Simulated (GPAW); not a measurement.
Crystal: Mg3GaO4.

```
CELL_PARAMETERS angstrom
4.36349 0.00000 0.00000
0.00000 4.36349 0.00000
0.00000 0.00000 4.36349
ATOMIC_POSITIONS crystal
Ga 0.00000 0.00000 0.00000
Mg 0.50000 0.50000 0.00000
Mg 0.50000 0.00000 0.50000
Mg 0.00000 0.50000 0.50000
O 0.00000 0.50000 0.00000
O 0.00000 0.00000 0.50000
O 0.50000 0.50000 0.50000
O 0.50000 0.00000 0.00000
```

The cell comes from a database or a generator and needn't be the stable form of this composition.

Base run:

* Program: GPAW 26.7.0
* Functional: PBEsol
* Potentials or basis: PAW data sets generated in the run's folder for this functional
* Cutoff: 800 eV
* Basis: pw
* k mesh: 5 × 5 × 5
* Occupations: fermi-dirac, width 0.05 eV
* Spin: no spin polarisation

Its results: pressure -4.1 GPa.

Q: The run is repeated on the same cell with these changes: functional from PBEsol to r2SCAN; potentials or basis from PAW data sets generated in the run's folder for this functional to GPAW PAW data sets (gpaw-data 1.2.1). What comes out?

A: Pressure -5.0 GPa.

Caveats: an odd number of electrons without spin polarisation forces a metal; a magnetic or distorted state may lie lower; the PAW data sets were made with another functional, which shifts forces and pressure a little (some runs).

Not every run made on this cell is shown here.
